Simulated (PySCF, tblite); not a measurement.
# C8H16NO+: excited states

Aim: compute the excited states of C8H16NO+ (`CO/C=C/C=C/[N+](C)(C)C`).

Programs: tblite 0.8.0 and PySCF 2.14.0, with routines of our own; each step states its level. All values are computed. Atoms count from 0.

## 1. The starting structure

26 atoms, charge 1, multiplicity 1; geometry from: force field or distance geometry start.

## 2. Optimising the geometry with GFN2-xTB

Job settings and geometry (Å):

```
{"job": {"kind": "relax", "xc": "GFN2-xTB", "basis": "xTB"}, "charge": 1, "multiplicity": 1}
C      4.703800    -0.127600     0.095900
O      4.099600     0.765200    -0.857800
C      2.750000     0.808800    -0.909900
C      1.830800     0.140200    -0.206700
C      0.405500     0.307900    -0.389500
C     -0.522500    -0.362800     0.307100
N     -1.943600    -0.157800     0.081400
C     -2.309500    -0.542100    -1.338900
C     -2.323700     1.282000     0.383000
C     -2.710000    -1.076300     1.054800
H      5.779100    -0.037200     0.008400
H      4.408500     0.146500     1.119900
H      4.416400    -1.161500    -0.107600
H      2.478600     1.532800    -1.683800
H      2.149300    -0.569000     0.560700
H      0.122300     1.029600    -1.150100
H     -0.183200    -1.071500     1.072300
H     -3.405000    -0.481700    -1.441200
H     -1.986600    -1.571200    -1.522700
H     -1.837000     0.149700    -2.036800
H     -2.011400     1.541000     1.402900
H     -1.855900     1.948200    -0.349100
H     -3.410700     1.378400     0.310400
H     -2.447500    -0.808700     2.076500
H     -2.430400    -2.110000     0.844400
H     -3.787800    -0.930200     0.892900
```

Command:

```console
> OMP_NUM_THREADS=1 python excited_run.py task.json out
```

One launch serves the whole session: the jobs run in the order shown.

What it wrote:

```text
step      E/eV     max force
  0    -865.87598    1.688
  1    -865.99352    1.144
  2    -866.04570    0.539
  3    -866.06998    0.394
  4    -866.08198    0.166
  5    -866.08732    0.149
  6    -866.09460    0.237
  7    -866.09881    0.139
  8    -866.10065    0.090
  9    -866.10136    0.059
 10    -866.10189    0.059
 11    -866.10233    0.045
 12    -866.10264    0.037
 13    -866.10288    0.039
 14    -866.10313    0.039
 15    -866.10343    0.038
 16    -866.10373    0.036
 17    -866.10393    0.033
 18    -866.10404    0.025
 19    -866.10412    0.020
 20    -866.10419    0.019
 21    -866.10426    0.022
 22    -866.10432    0.024
 23    -866.10437    0.020
 24    -866.10443    0.017
 25    -866.10448    0.016
 26    -866.10452    0.017
 27    -866.10455    0.013
 28    -866.10457    0.011
 29    -866.10459    0.008
```

It took 0.41 s on 1 thread of Arm Neoverse N1, shared host.

Along the way:

| step | energy from step 0 (eV) | largest force (eV/Å) |
| --- | --- | --- |
| 0 | 0.0000 | 1.6876 |
| 1 | -0.1175 | 1.1438 |
| 2 | -0.1697 | 0.5386 |
| 3 | -0.1940 | 0.3937 |
| 4 | -0.2060 | 0.1659 |
| 5 | -0.2113 | 0.1491 |
| 6 | -0.2186 | 0.2370 |
| 7 | -0.2228 | 0.1393 |
| 8 | -0.2247 | 0.0899 |
| 9 | -0.2254 | 0.0585 |
| 10 | -0.2259 | 0.0590 |
| 11 | -0.2264 | 0.0447 |
| 12 | -0.2267 | 0.0371 |
| 13 | -0.2269 | 0.0390 |
| 14 | -0.2271 | 0.0390 |
| 15 | -0.2274 | 0.0379 |
| 16 | -0.2278 | 0.0361 |
| 17 | -0.2279 | 0.0331 |
| 18 | -0.2281 | 0.0255 |
| 19 | -0.2281 | 0.0197 |
| 20 | -0.2282 | 0.0188 |
| 21 | -0.2283 | 0.0220 |
| 22 | -0.2283 | 0.0240 |
| 23 | -0.2284 | 0.0201 |
| 24 | -0.2284 | 0.0173 |
| 25 | -0.2285 | 0.0161 |
| 26 | -0.2285 | 0.0171 |
| 27 | -0.2286 | 0.0130 |
| 28 | -0.2286 | 0.0106 |
| 29 | -0.2286 | 0.0081 |

Distances of close pairs at the start and the end, largest changes first:

| bond | before (Å) | after (Å) | change (Å) |
| --- | --- | --- | --- |
| N6–C9 | 1.542 | 1.475 | -0.068 |
| N6–C8 | 1.519 | 1.477 | -0.042 |
| N6–C7 | 1.516 | 1.477 | -0.039 |
| O1–C2 | 1.351 | 1.318 | -0.033 |
| C0–O1 | 1.439 | 1.416 | -0.023 |
| C5–H16 | 1.097 | 1.076 | -0.021 |
| C3–C4 | 1.447 | 1.426 | -0.021 |
| C5–N6 | 1.453 | 1.470 | +0.016 |

The end geometry stands in the next job.

## 3. Vibrational analysis with GFN2-xTB

Job settings and geometry (Å):

```
{"job": {"kind": "ir", "xc": "GFN2-xTB", "basis": "xTB"}, "charge": 1, "multiplicity": 1}
C      4.677728    -0.124401     0.096431
O      4.067190     0.747839    -0.837232
C      2.752302     0.804865    -0.905071
C      1.836748     0.123508    -0.183950
C      0.438875     0.312117    -0.394234
C     -0.503065    -0.343080     0.294357
N     -1.948052    -0.163946     0.093056
C     -2.317815    -0.521523    -1.291926
C     -2.330937     1.236790     0.365387
C     -2.673885    -1.047041     1.024496
H      5.750242     0.001477    -0.032456
H      4.398059     0.140795     1.118806
H      4.404237    -1.163202    -0.103283
H      2.442308     1.514919    -1.663843
H      2.132591    -0.585342     0.572630
H      0.172952     1.029991    -1.158491
H     -0.245561    -1.058502     1.055848
H     -3.395906    -0.446030    -1.425557
H     -2.002193    -1.541802    -1.503421
H     -1.827871     0.144885    -1.997840
H     -2.023545     1.511106     1.373156
H     -1.842407     1.905856    -0.338990
H     -3.409552     1.356839     0.275759
H     -2.417380    -0.796045     2.052550
H     -2.407464    -2.086147     0.837444
H     -3.748645    -0.931315     0.892988
```

What it wrote:

```text
mode    cm-1     km/mol
  1      25.1      1.36
  2      69.4      1.17
  3      90.2      1.40
  4     145.3      0.40
  5     185.2      0.37
  6     191.4      0.01
  7     196.5      0.00
  8     243.3      1.00
  9     257.7      0.13
 10     296.4      0.62
 11     300.6      0.11
 12     340.7      3.45
 13     361.2      1.67
 14     389.8      7.69
 15     399.4      1.36
 16     482.3      1.36
 17     491.6      2.99
 18     524.3      4.32
 19     646.6     23.11
 20     695.5     11.19
 21     770.8     14.12
 22     810.6      0.27
 23     933.2      0.21
 24     962.6     70.56
 25     981.3     25.06
 26     988.3      3.91
 27     994.2     13.67
 28    1003.8     43.82
 29    1019.3      0.68
 30    1082.2      0.37
 31    1082.3      6.69
 32    1111.9      2.15
 33    1131.8      2.05
 34    1171.3     84.59
 35    1212.6     93.41
 36    1227.4      0.58
 37    1233.9     46.64
 38    1242.2      7.25
 39    1255.7      1.03
 40    1287.6     29.24
 41    1305.7      4.43
 42    1326.3     47.89
 43    1395.2      6.25
 44    1407.2     18.73
 45    1409.6     22.47
 46    1429.7     16.40
 47    1439.8      0.23
 48    1453.3      3.31
 49    1455.7     13.36
 50    1456.4      4.14
 51    1459.6     10.58
 52    1461.7     26.82
 53    1468.2     24.75
 54    1480.2     53.98
 55    1623.3    754.34
 56    1642.0    256.24
 57    2969.0     17.73
 58    2976.0     12.74
 59    3034.1      0.14
 60    3035.4      1.16
 61    3040.4      0.16
 62    3040.5     10.59
 63    3043.4      0.82
 64    3045.6      1.29
 65    3046.9      5.29
 66    3047.7      2.79
 67    3049.4      1.84
 68    3057.8      1.33
 69    3059.0      1.11
 70    3064.5     21.09
 71    3113.0     17.17
 72    3128.0     34.60
```

It took 2 s on 1 thread of Arm Neoverse N1, shared host.

The strongest bands and the atoms that carry them (share of the mass-weighted mode):

| cm⁻¹ | km/mol | atoms |
| --- | --- | --- |
| 963 | 70.6 | C0 27 %, O1 15 %, C5 11 % |
| 1171 | 84.6 | H14 20 %, C4 15 %, H16 14 % |
| 1213 | 93.4 | H15 32 %, C3 20 %, C2 11 % |
| 1234 | 46.6 | N6 25 %, O1 12 %, H15 10 % |
| 1326 | 47.9 | C3 17 %, H15 14 %, C5 13 %, C4 11 % |
| 1480 | 54.0 | H24 17 %, H23 17 %, H19 12 %, H21 12 % |
| 1623 | 754.3 | C4 31 %, C3 25 %, C5 19 %, C2 18 % |
| 1642 | 256.2 | C2 34 %, C5 23 %, C4 20 %, C3 16 % |

## 4. Excited states: TDA PBE0/def2-SVP

The job, as its differences from that of step 3:

```diff
@@ -1,2 +1,2 @@
-{"job": {"kind": "ir", "xc": "GFN2-xTB", "basis": "xTB"}, "charge": 1, "multiplicity": 1}
+{"job": {"kind": "states", "xc": "PBE0", "basis": "def2-SVP", "tda": true, "soc": true, "nstates": 6, "ntriplets": 4, "nquad": 4}, "charge": 1, "multiplicity": 1}
 C      4.677728    -0.124401     0.096431
```

With the program's defaults for keys left out, this is: TDA PBE0/def2-SVP excited states, vertical, gas phase, spin-orbit mean-field couplings.

What it wrote:

```text
coarse grid: 20760 points
cycle   1  E = -443.1548017501  dE =  1.535e+00  |g| = 6.472e-01  |ddm| = 5.036e+00
cycle   2  E = -443.0309860949  dE =  1.238e-01  |g| = 1.017e+00  |ddm| = 1.605e+00
cycle   3  E = -443.2437276200  dE = -2.127e-01  |g| = 1.350e-01  |ddm| = 1.040e+00
cycle   4  E = -443.2467177648  dE = -2.990e-03  |g| = 8.179e-02  |ddm| = 2.224e-01
cycle   5  E = -443.2484372792  dE = -1.720e-03  |g| = 1.422e-02  |ddm| = 9.934e-02
cycle   6  E = -443.2484856203  dE = -4.834e-05  |g| = 4.258e-03  |ddm| = 1.805e-02
cycle   7  E = -443.2484895560  dE = -3.936e-06  |g| = 1.528e-03  |ddm| = 4.793e-03
final grid: 197816 points
cycle   8  E = -443.3161284447  dE = -6.813e-05  |g| = 1.212e-02  |ddm| = 6.282e-02
cycle   9  E = -443.3160970258  dE =  3.142e-05  |g| = 1.710e-02  |ddm| = 2.664e-02
cycle  10  E = -443.3161609422  dE = -6.392e-05  |g| = 3.514e-03  |ddm| = 1.838e-02
cycle  11  E = -443.3161639565  dE = -3.014e-06  |g| = 3.046e-04  |ddm| = 3.898e-03
cycle  12  E = -443.3161639718  dE = -1.533e-08  |g| = 1.751e-04  |ddm| = 4.556e-04
cycle  13  E = -443.3161639790  dE = -7.194e-09  |g| = 4.219e-05  |ddm| = 2.087e-04
cycle  14  E = -443.3161639794  dE = -3.985e-10  |g| = 1.578e-05  |ddm| = 5.708e-05
converged SCF energy = -443.3161639794

Singlet excitations
state   eV       nm        f     d(h-e)  d(exc)  Lambda  PR(NTO)  |dmu|/D   mu/D   main configurations
  1   5.4698   226.7   1.05432   1.519   3.300   0.743   1.090    3.375    3.478   H->L 0.90
  2   6.2914   197.1   0.00437   3.865   5.112   0.190   1.001   14.296    7.773   H->L+1 0.98
  3   6.6522   186.4   0.00080   1.811   3.790   0.272   1.007    6.541    3.438   H->L+2 0.97
  4   6.9227   179.1   0.00002   2.561   3.737   0.327   1.007    8.050    2.014   H-2->L 0.96
  5   7.4354   166.7   0.27420   0.944   3.445   0.753   1.600                     H->L+3 0.62, H-1->L 0.25
  6   7.4589   166.2   0.00024   1.868   4.002   0.336   1.011                     H->L+5 0.74, H->L+4 0.11, H->L+7 0.11

Triplet excitations (Tamm-Dancoff)
state   eV     d(h-e)  d(exc)  Lambda  PR(NTO)   main configurations
  1   2.9653   0.314   2.900   0.752   1.032   H->L 0.95
  2   5.2263   0.270   2.221   0.754   2.000   H->L+3 0.51, H-1->L 0.36, H-3->L 0.10
  3   6.1034   1.182   3.346   0.762   1.772   H-1->L 0.49, H->L+3 0.40
  4   6.2407   3.755   5.020   0.193   1.003   H->L+1 0.96
S1 - T1 = 2.5045 eV

Spin-orbit couplings |<S|Hso|T>| (cm-1)
             T1       T2       T3       T4
S0        0.152    0.422    0.115    1.678
S1        0.056    0.018    0.108    2.128
S2        1.692    0.970    0.827    0.127
S3        0.668    1.158    1.578    0.686
S4       17.777   11.263   16.768    0.027
S5        0.151    0.031    0.025    0.722
S6        2.586    0.852    1.067    0.466
T1 sublevels (cm-1): 0.000 0.010 0.010   radiative rates (1/s): 0.000298 0.0017 0.000952
```

Wall time 2.2 min (1 thread of Arm Neoverse N1, shared host); peak memory 0.83 GiB.

From this job:

| quantity | value |
| --- | --- |
| S1 less T1 | 2.50 eV |

Orbitals, density, ELF and potential are computed afterwards from the orbital file.

Frontier orbitals at PBE0/def2-SVP, with the share of their density that lies nearest to each atom:

| orbital | energy (eV) | lies on |
| --- | --- | --- |
| HOMO | -9.82 | C3 27 %; C5 22 %; O1 18 % |
| LUMO | -4.50 | C2, C4, C5 about 22 % each; O1 7 % |

ELF in a plane through or near 14 of the atoms.

Ten even steps from '0' (0.00) to '9' (1.00):
```
0000000000000000000000000000
0000000000000000000000000000
0000000000000000000000000000
0000000018600000000000000000
0000000039910400000000000000
0000004039903970000000000000
0000038539807990000000000000
0000039754407980000000000000
0004107473855140350000000000
0029967736237284643000000000
0059992402237634724153000000
0049995504981323785899000000
0007745505990698047999100000
0000002102980898051799000000
0000000000710795055233000000
0000000000000140011000000000
0000000000000000000000000000
0000000000000000000000000000
0000000000000000000000000000
0000000000000000000000000000
```
The map spans 16.7 Å across and 9.3 Å up, centred on the molecule. Atoms in the plane (x, y in Å): C0 (-4.7, -0.5), O1 (-4.1, 0.8), C2 (-2.8, 1.0), C3 (-1.8, 0.1), C4 (-0.5, 0.4), C5 (0.5, -0.5), N6 (2.0, -0.1), C9 (2.8, -1.3), H10 (-5.7, -0.4), H13 (-2.6, 2.0), H14 (-2.1, -1.0), H15 (-0.3, 1.5), H16 (0.3, -1.5), H25 (3.8, -1.1).

log10 of the density (e/Å³) in the same plane.

Values, 10 rows by 14 columns:
```
-4.0 -4.0 -4.0 -4.0 -4.0 -4.0 -4.0 -4.0 -4.0 -4.0 -4.0 -4.0 -4.0 -4.0
-4.0 -4.0 -4.0 -4.0 -3.1 -2.8 -3.5 -3.7 -3.8 -4.0 -4.0 -4.0 -4.0 -4.0
-4.0 -4.0 -4.0 -2.7 -1.6 -1.2 -2.2 -2.2 -2.4 -2.7 -3.5 -4.0 -4.0 -4.0
-4.0 -4.0 -2.7 -0.5 -0.4 -0.2 -0.7 -0.7 -1.4 -1.5 -2.2 -4.0 -4.0 -4.0
-4.0 -2.8 -1.4  0.5  0.3  0.2  0.2 -0.2 -0.3 -0.7 -1.8 -3.5 -4.0 -4.0
-4.0 -2.1  0.0  0.9 -0.8  0.3  0.0  0.7  0.5 -0.2 -1.1 -2.9 -4.0 -4.0
-4.0 -2.6 -1.0 -0.2 -1.2 -0.1 -1.3  0.3 -0.7  1.8  0.0 -2.5 -4.0 -4.0
-4.0 -3.8 -2.6 -1.7 -2.2 -1.8 -2.1 -0.8 -1.3 -0.2 -1.2 -3.1 -4.0 -4.0
-4.0 -4.0 -4.0 -3.6 -3.8 -3.7 -3.5 -2.8 -2.5 -2.0 -2.9 -4.0 -4.0 -4.0
-4.0 -4.0 -4.0 -4.0 -4.0 -4.0 -4.0 -4.0 -4.0 -3.9 -4.0 -4.0 -4.0 -4.0
```
The map spans 16.7 Å across and 9.3 Å up, centred on the molecule. Atoms in the plane (x, y in Å): C0 (-4.7, -0.5), O1 (-4.1, 0.8), C2 (-2.8, 1.0), C3 (-1.8, 0.1), C4 (-0.5, 0.4), C5 (0.5, -0.5), N6 (2.0, -0.1), C9 (2.8, -1.3), H10 (-5.7, -0.4), H13 (-2.6, 2.0), H14 (-2.1, -1.0), H15 (-0.3, 1.5), H16 (0.3, -1.5), H25 (3.8, -1.1).

On the surface of density 0.002 e/bohr³ the electrostatic potential runs, from the 1st to the 99th percentile, from 1.70 V near O1 to 5.15 V near H22.

## 5. What came out

| quantity | value |
| --- | --- |
| strongest single infrared mode (GFN2-xTB) | 1623 cm⁻¹, 754 km/mol |
| zero-point energy (GFN2-xTB) | 142.7 kcal/mol |
| S1 less T1 (step 4, TDA PBE0/def2-SVP) | 2.50 eV |

What this shows: All 72 modes are real, so the xTB geometry is a minimum. The strongest single mode, at 1623 cm⁻¹, is spread over several atoms, C4, C3, C5, C2 among them. GFN2-xTB is a fitted tight-binding method: band positions and strengths are rough. Its intensities can rank the bands wrongly. In step 4, the number of triplets below S1 is 2, and the largest singlet-triplet spin-orbit coupling is S4–T1, 17.78 cm⁻¹. At PBE0/def2-SVP, counted by nearest atom on the grid, the HOMO lies on C3 27 %; C5 22 %, the LUMO on C2, C4, C5 about 22 % each; O1 7 %.
